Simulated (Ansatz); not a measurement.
# SiC2 (P6/mmm) in Ansatz: notebook, part 2 of 2

Ansatz 0.2.0. Earlier steps stand in the parts before.

## 4. Single point, HSE06 form with a typed share of exact exchange

input

```
crystal:
  lattice:
    - [2.46491, 0.0, 0.0]
    - [-1.23245, 2.13467, 0.0]
    - [0.0, 0.0, 7.12745]
  atoms:
    - { symbol: Si, position: [0.0, 0.0, 0.0] }
    - { symbol: C, position: [0.33333, 0.66667, 0.5] }
    - { symbol: C, position: [0.66667, 0.33333, 0.5] }
hamiltonian:
  xc: { exchange: pbe, correlation: pbe, exx: { coeff: 0.3, omega: 0.2 } }
  pseudopotentials: { kind: paw }
kpoints:
  mp_grid: { grid: [6, 6, 2] }
scf:
  occupations: { method: fermi_dirac, width: 0.05 }
output:
  forces: true
  stress: true
  eigenvalues: true
```

Potentials or basis: Ansatz PAW.

What it wrote:

```text
Warning: the atoms were moved onto the symmetric positions of the space group found under crystal.symmetry.tolerance 1.0e-5 (fractional; no operation is sought that the atoms, as they stand in a round, miss by more than twice it, and no atom is moved by as much as it), and the run uses the moved positions. Before a round's move an operation carried an atom to 2.46e-5 Å from where it should land, the largest such distance. Atom 1 (counting from 0) moved farthest, by 1.42e-5 Å; the longest move in fractions of the cell, of whichever atom, is 0.47 of the tolerance, in 1 round. To run the atoms as typed, lower crystal.symmetry.tolerance until the operations that they miss are no longer found, or set crystal.symmetry.detect: false (a key that needs symmetry detection or time reversal refuses this as the deck is read). The positions used, in the order of the run's atom list: position: [0.0, 0.0, 0.0]; position: [0.3333333333333333, 0.6666666666666666, 0.5]; position: [0.6666666666666666, 0.3333333333333333, 0.5]; The lattice was moved too: crystal.lattice keeps the space group found at crystal.symmetry.tolerance 1.0e-5 only nearly: the operation that it misses by the most changes a squared length by the fraction 6.14e-6. The run uses the lattice that is a stretch of the typed one, with no rotation, onto the one that keeps every operation to a double's rounding (on a very oblique basis the stretch itself rounds by more); the deck's lattice vector that moved farthest moved by 3.95e-6 Å. To run the lattice as typed, set crystal.symmetry.tolerance under 1.45e-6, the least fraction by which an operation that the lattice misses changes a squared length (the same key also sets how far an atom may lie from its image, so lowering it can lose operations that the atoms keep only within it), or set crystal.symmetry.detect: false, as for the atoms. crystal.lattice made exact, in Å and degrees: [[2.4649072991341887, -2.886751345977374e-6, 0.0], [-1.2324511495670942, 2.1346737823995685, 0.0], [0.0, 0.0, 7.12745]]. Pasted over the deck's crystal.lattice, beside positions in fractional coordinates, it runs the same cell (given as lengths and angles, that cell in the form's own orientation, a rigid turn of the misfit's size from the one run here, for which a checkpoint.post_process_only pass over this run's state can be refused: where this run relaxes nothing, give such a pass this deck's own crystal.lattice, as typed; behind a relaxation, as crystal.lattice, the state's own cell, identity.cell in its checkpoint.json), and a matrix so pasted ends this notice, except on a very skew basis of the lattice, where the rounding of the pasted numbers themselves can read as a misfit: the cell is then moved again, and that move is told again. The lattice as run is in this notice's lattice.as_run_ang field (Run.prep()["deck_notices"] in Python, the deck_notice line of an events file, deck_notices of ansatz run --dry-run=json, or deck_notices in record.json in the deck's checkpoint.write directory).
Warning: output.stress: scf.convergence.dr2_threshold = 1e-7 eV (the SCF's general default) is looser than the 3e-10 eV advised for a printed stress (1e-10 eV for each atom of the cell: 3). What an SCF threshold leaves in a stress goes as its square root, and in the free energy as the threshold itself, and one threshold admits the most on a small cell: of the crystals measured, under no hybrid functional and no lock of the moments, on runs that ended without the residual-converged pass, on stresses that held no estimate of that error, the worst erred by over 100 MPa in a component at 1e-7 eV an atom and by under 5 at 1e-10. Set scf.convergence.dr2_threshold to 3e-10 eV or tighter. The threshold is an SCF's pass mark: one that does not reach it within its budget of iterations ends unconverged, or closes short of it on a stop that the run arms, and scf.convergence.dr2_threshold's page says what that costs each kind of run
Warning: output.stress: scf.exx.energy_threshold = 1e-6 eV is looser than the 3e-8 eV advised for a stress under a hybrid functional (1e-8 eV for each atom of the cell: 3). Every SCF of the exchange loop can meet its threshold on dr2 while the loop round them stops early: no threshold on dr2 bounds what that leaves in the stress. Set scf.exx.energy_threshold to 3e-8 eV or tighter. The threshold is the loop's pass mark: a loop that does not reach it within its budget of cycles ends unconverged, and scf.exx.energy_threshold's page has the law
GPUs: using 1 of 1 available (devices: 1).
Engine: ansatz 0.2.0, x86_64-unknown-linux-gnu
Pseudopotentials: kind: paw
Pseudopotential: Si, paw, valence charge 4, recommended cutoff 420 eV (normal), Si.paw.azcp
Pseudopotential: C, paw, valence charge 4, recommended cutoff 420 eV (normal), C.paw.azcp
Functional definition: unnamed
  parameter a_1 = 0.3
  parameter omega_1 = 0.2/angstrom
  exchange = pbe_x + (-a_1)*pbe_x_sr(omega_1) + a_1*exact_x_sr(omega_1)
  correlation = pbe_c
device memory: the entry about to start is reckoned to put 0.5 GiB on a device that reports 31.1 GiB free (of which the cap on the GPU budget leaves the run 18.0 GiB)
GPU FFT provider: cuFFT
GPU libraries: cuBLAS 13.8.2, cuFFT 12.4.0, cuSOLVER 12.3.4
Crystal: 3 atoms, lattice volume = 37.503 Å³
Basis set: ecut = 420 eV, 689 PW (Γ), exchange–correlation on 36×36×96 points (8 copies of the dense FFT grid, shifted against one another)
Bands: 10, of which v1, the nominal top of the filled ones, is band 6 counted from 1 (5 counted from 0)
Symmetry: 24 space group operations
Space group: P6/mmm (ITA 191), of the structure as read, at distance tolerance 3.3e-5 Å
k-points: 14 of 72
Non-local potential: Si, projectors of the file, l = 0: 2, l = 1: 2, l = 2: 2
Non-local potential: C, projectors of the file, l = 0: 2, l = 1: 2, l = 2: 1
PAW form: soft (Blöchl's): semilocal exchange-correlation on the pseudo side does not see the compensation charge
PAW frozen core: Si, regenerated for the run's functional, and the local potential with it (the file was generated under x = pbe(κ = 0.804, μ = 0.2195149727645171), c = pbe(β = 0.06672455060314922))
PAW frozen core: C, regenerated for the run's functional, and the local potential with it (the file was generated under x = pbe(κ = 0.804, μ = 0.2195149727645171), c = pbe(β = 0.06672455060314922))
PAW one-centre angular grid: Si, 110 points (default); XC on 64 Gauss nodes
PAW one-centre angular grid: C, 110 points (default); XC on 64 Gauss nodes
Initial density: superposition of atomic densities (neutral atoms: chi_scale 0, normalization atom), corrected by the library's trained network
[... 51 lines left out ...]
SCF iter   2: F=—  HF=-1137.141370 eV  |F-HF|=—  |Δ(HF+E_count)|=   1.70e-6  Δρ=1.06e-4  dr2=2.67e-5  ethr=2.09e-8  ⟨swp⟩=2.8  Hψ=245  notcnv=0
SCF iter   3: F=—  HF=-1137.141369 eV  |F-HF|=—  |Δ(HF+E_count)|=   1.93e-6  Δρ=2.34e-5  dr2=1.13e-7  ethr=2.09e-8  ⟨swp⟩=2.6  Hψ=238  notcnv=0
SCF iter   4: F=—  HF=-1137.141369 eV  |F-HF|=—  |Δ(HF+E_count)|=   9.55e-9  Δρ=4.88e-6  dr2=5.96e-8  ethr=8.92e-10  ⟨swp⟩=3.4  Hψ=291  notcnv=0
SCF iter   5: F=—  HF=-1137.141369 eV  |F-HF|=—  |Δ(HF+E_count)|=   2.11e-9  Δρ=2.89e-6  dr2=2.26e-8  ethr=3.79e-10  ⟨swp⟩=2.6  Hψ=253  notcnv=0
SCF iter   6: F=-1137.141369 eV  HF=-1137.141369 eV  |F-HF|=2.50e-12  |Δ(HF+E_count)|=  5.15e-10  Δρ=1.50e-7  dr2=7.61e-12  ethr=1.56e-10  ⟨swp⟩=3.1  Hψ=273  notcnv=0  defer=1
SCF 3 converged in 6 iterations: F = -1137.141369 eV  dr2 = 7.61e-12
  Residual-converged pass: ⟨swp⟩=2.9  Hψ=249  notcnv=0  max |occ|·‖R‖ = 2.4e-6 eV (tolerance 2.4e-6 eV)  dr2=8.79e-12  dr2_onsite=3.02e-13  max |Δocc| = 1.8e-11
hybrid outer 2: dexx = +3.802e-7 eV, tail = 1.18e-8 eV, Δε = 3.27e-3 eV (about 8.50e-5 eV left of the loop's levels)
hybrid SCF converged: 2 outer / 17 inner (+9 warm-up), last move |dexx| = 3.80e-7 eV, tail = 1.18e-8 eV
Stability not checked: this state was not tested for a lower state beside it, because the functional holds exact exchange (a hybrid, or Hartree-Fock), whose exchange loop this test does not read (fock_operator; see scf.lower_state_search)
Free energy (F): -1137.141369 eV
Frozen-core exchange: fock
Harris-Foulkes:  -1137.141369 eV  (|F-HF|=2.50e-12)
Internal energy: -1137.129715 eV  (E = F + TS)
E sigma→0 (E₀):  -1137.135542 eV
Entropy (-TS):   -0.011654 eV (-3.885 meV/atom)
Fermi energy:    6.483897 eV
--- Per-component energies (eV) ---
  E_band       = -33.137643
  E_kinetic    = 221.099370
  E_local      = -525.001543  (includes V_loc(G=0)·N_el)
  E_nonlocal   = 78.587174
  E_hartree    = 195.158375
  E_xc         = -116.862914
  E_vxc        = -126.857754  (∫ρ·V_xc dr)
  E_exx        = -28.080011  (= α·E_x^exact, valence–valence)
  E_paw        = -717.217908  (= ΣΔE_a)
  E_vpaw       = -15.121602  (= ΣTr[D̂ρ^β])
  E_aug_tail   = 0.000021  (compensation charges beyond the density's cutoff)
  E_ewald      = -244.700230
  E_core_change = -0.112050  (= ΣΔE_core)
  E_smearing   = -0.011654  (= −TS)
  E_closure    = -0.000000  (closes the sum)
  Σ components = -1137.141369   (vs F -1137.141369, Δ=0.00e0)
--- Forces (eV/Å), atoms counted from 1 ---
  atom   1  Si     0.00000000    -0.00000000     0.00000000
  atom   2  C      0.00000000     0.00000000     0.00000000
  atom   3  C     -0.00000000    -0.00000000    -0.00000000
  max |Σ_I F_I| component: 3.70e-17 eV/Å
--- Stress (GPa, compression-positive) ---
       -3.699541       0.000000      -0.000000
        0.000000      -3.699541       0.000000
       -0.000000       0.000000       2.634763
  P = ⅓ Tr σ = -1.5881 GPa (-15.881 kbar)
--- Band table (eV; the first three rows and the last of 14) ---
  k-point 0: bands = ["-16.1245", "-8.0123", "-2.9242", "2.2241", "2.2241", "2.5317", "10.1297", "15.9189", "15.9189", "19.1015"]
  k-point 1: bands = ["-16.1236", "-8.0562", "-2.6223", "1.8328", "2.2235", "2.2235", "12.2658", "15.0668", "15.9185", "15.9185"]
  k-point 2: bands = ["-15.3987", "-7.0189", "-2.0076", "-0.2973", "0.9929", "3.5330", "10.9579", "15.7300", "15.9566", "17.4787"]
  k-point 13: bands = ["-8.4562", "-8.4562", "-5.9873", "3.1287", "3.1287", "5.2735", "6.5561", "6.5561", "11.9633", "14.7023"]
```

Wall time 9.7 s (1 × NVIDIA H100 80GB HBM3 with 2 threads of AMD EPYC 7R13 (Zen 3), shared host); peak memory 1.6 GiB.

Results:

| Property | Result |
| --- | --- |
| Free energy | -1137.1414 eV |
| Pressure | -1.6 GPa |
| Band gap on the k mesh | none (metal or under the smearing width) |

Caveat: the k mesh is coarse (spacing up to 0.49 Å⁻¹), so the values aren't converged, least of all with exact exchange; the PAW data sets come from PBE, with cores solved anew for the run's functional, which leaves a small shift of forces and pressure; the thresholds are loose for stress.

## 5. Single point, HSE06 form with a typed share of exact exchange

Changes to input since step 4:

```diff
@@ -10,3 +10,3 @@
 hamiltonian:
-  xc: { exchange: pbe, correlation: pbe, exx: { coeff: 0.3, omega: 0.2 } }
+  xc: { exchange: pbe, correlation: pbe, exx: { coeff: 0.4, omega: 0.2 } }
   pseudopotentials: { kind: paw }
@@ -20 +20,5 @@
   eigenvalues: true
+  write_density: true
+  write_potential: true
+  elf: true
+  volumetric_format: npy
```

Wall time 8.5 s (1 × NVIDIA H100 80GB HBM3 with 2 threads of AMD EPYC 7R13 (Zen 3), shared host); peak memory 1.6 GiB.

It converged, with:

```
Free energy            : -1137.2898 eV
Pressure               : -3.0 GPa
Band gap on the k mesh : none (metal or under the smearing width)
```

Stress tensor (GPa, compression positive):
```
-5.70  0.00  0.00
 0.00 -5.70  0.00
 0.00  0.00  2.54
```

Levels at points of the mesh, in eV from the Fermi level:
| k point | band 3 | band 4 | band 5 | band 6 | band 7 | band 8 | band 9 | band 10 |
| --- | --- | --- | --- | --- | --- | --- | --- | --- |
| (0.00, 0.00, 0.00) | -9.92 | -4.68 | -4.68 | -4.21 | 3.78 | 9.79 | 9.79 | 12.94 |
| (0.00, 0.00, -0.50) | -9.61 | -4.93 | -4.69 | -4.69 | 5.99 | 8.80 | 9.79 | 9.79 |
| (0.00, -0.50, 0.00) | -8.51 | -6.46 | -5.17 | -3.27 | 1.69 | 4.68 | 6.09 | 8.60 |
| (0.00, -0.50, -0.50) | -8.51 | -6.50 | -5.20 | -3.14 | 2.32 | 3.72 | 5.57 | 8.62 |

Caveat: the k mesh is coarse (spacing up to 0.49 Å⁻¹), so the values aren't converged, least of all with exact exchange; the PAW data sets come from PBE, with cores solved anew for the run's functional, which leaves a small shift of forces and pressure; the thresholds are loose for stress.

## 6. Single point, HSE06 form with a typed share of exact exchange

Changes to input since step 5:

```diff
@@ -10,3 +10,3 @@
 hamiltonian:
-  xc: { exchange: pbe, correlation: pbe, exx: { coeff: 0.4, omega: 0.2 } }
+  xc: { exchange: pbe, correlation: pbe, exx: { coeff: 0.5, omega: 0.2 } }
   pseudopotentials: { kind: paw }
@@ -20,5 +20 @@
   eigenvalues: true
-  write_density: true
-  write_potential: true
-  elf: true
-  volumetric_format: npy
```

Potentials or basis: Ansatz PAW.

It took 31 s on 1 × NVIDIA H100 80GB HBM3 with 2 threads of AMD EPYC 7R13 (Zen 3), shared host; peak memory 1.6 GiB.

It converged, with:

```yaml
Free_energy: -1137.4482 eV
Pressure: -4.3 GPa
Band_gap_on_the_k_mesh: none (metal or under the smearing width)
```

Stress tensor (GPa, compression positive):
```
-7.68  0.00  0.00
 0.00 -7.68  0.00
 0.00  0.00  2.43
```

Levels at points of the mesh, in eV from the Fermi level:
```
             k point  band 3  band 4  band 5  band 6  band 7  band 8  band 9  band 10
  (0.00, 0.00, 0.00)  -10.44   -5.12   -5.12   -4.46    3.90   10.15   10.15    13.26
 (0.00, 0.00, -0.50)  -10.12   -5.20   -5.12   -5.12    6.19    9.02   10.15    10.15
 (0.00, -0.50, 0.00)   -9.05   -6.75   -5.39   -3.48    1.81    4.92    6.31     8.89
(0.00, -0.50, -0.50)   -9.05   -6.80   -5.42   -3.34    2.46    3.91    5.76     8.91
```

Caveat: the k mesh is coarse (spacing up to 0.49 Å⁻¹), so the values aren't converged, least of all with exact exchange; the PAW data sets come from PBE, with cores solved anew for the run's functional, which leaves a small shift of forces and pressure; the thresholds are loose for stress.

## 7. The runs side by side

```tsv
share of exact exchange	gap on the mesh (eV)	pressure (GPa)
0.2	none	-0.2
0.25	none	-0.9
0.3	none	-1.6
0.4	none	-3.0
0.5	none	-4.3
```

Alike in all rows: task single point; level HSE06 form with a typed share of exact exchange; potentials or basis Ansatz PAW; no spin polarisation; cell as given; k mesh 6 × 6 × 2; cutoff (eV) 420; smearing fermi-dirac 0.05 eV; the mesh is coarse, so values aren't converged.

Caveats: all runs use coarse meshes; the PAW data sets come from PBE, with cores solved anew for the run's functional, which leaves a small shift of forces and pressure; the thresholds are loose for stress.

Absolute energies hang on the potentials; compare differences alone.
